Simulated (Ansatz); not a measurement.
# LaP2Ru2: the cost of one run

Computed with Ansatz 0.2.0 (DFT LDA, scalar-relativistic, plane waves, PAW, unless a step's input says otherwise).

**1. The starting structure**

The structure is tetragonal, space group I4/mmm (No. 139). The conventional cell has a = 4.025 Å, b = 4.025 Å, c = 10.951 Å, α = 90.00°, β = 90.00°, γ = 90.00°. La (site symmetry 4/mmm) has 8 P at 3.26 Å and 8 Ru at 3.40 Å as nearest neighbours. P (site symmetry 4mm) is surrounded by 4 Ru at 2.32 Å and 4 La at 3.26 Å. Ru (site symmetry -4m2) is surrounded by 4 P at 2.32 Å.

Structure file:

```cif
data_structure
_symmetry_space_group_name_H-M 'P 1'
_symmetry_Int_Tables_number 1
_cell_length_a 6.1713
_cell_length_b 6.1713
_cell_length_c 6.1713
_cell_angle_alpha 141.930
_cell_angle_beta 141.930
_cell_angle_gamma 54.934
_cell_volume 88.73
loop_
_atom_site_label
_atom_site_type_symbol
_atom_site_fract_x
_atom_site_fract_y
_atom_site_fract_z
_atom_site_occupancy
La1 La 0.00000 0.00000 0.00000 1
P1 P 0.64509 0.64509 0.00000 1
P2 P 0.35491 0.35491 0.00000 1
Ru1 Ru 0.75000 0.25000 0.50000 1
Ru2 Ru 0.25000 0.75000 0.50000 1
```

Source of the structure: the Materials Project (structure only).

(A quick probe on a coarse mesh, which set the mesh and smearing, is not shown.)

**3. Full relaxation**

File input.yaml:

```yaml
crystal:
  lattice:
    - [-2.0127148974, 2.0127148974, 5.4756243684]
    - [2.0127148974, -2.0127148974, 5.4756243684]
    - [2.0127148974, 2.0127148974, -5.4756243684]
  atoms:
    - { symbol: La, position: [0.0, 0.0, 0.0] }
    - { symbol: P, position: [0.64508976, 0.64508976, 0.0] }
    - { symbol: P, position: [0.35491024, 0.35491024, 0.0] }
    - { symbol: Ru, position: [0.75, 0.25, 0.5] }
    - { symbol: Ru, position: [0.25, 0.75, 0.5] }
basis:
  ecutwfc: 420
kpoints:
  mp_grid: { grid: [12, 12, 12] }
hamiltonian:
  xc: lda
scf:
  occupations: { method: gaussian, width: 0.1 }
output:
  forces: true
  stress: true
  eigenvalues: true
  write_density: true
  write_potential: true
  elf: true
  volumetric_format: npy
relax:
  adjacent_minimum: "off"
  f_tol: 0.005
  max_steps: 80
  cell: { stress_tol: 0.05 }
```

Run with:

```console
> ansatz run input.yaml --threads 2 --pin off --max-ram 5120MiB --backend cpu --events-out ev --progress --plain --runs-dir out
```

**Question.** How long does this run take on 2 threads of AMD EPYC 7R32 (Zen 2), shared host, and how much memory does it need?

About 96 s, with a peak of 0.74 GiB.
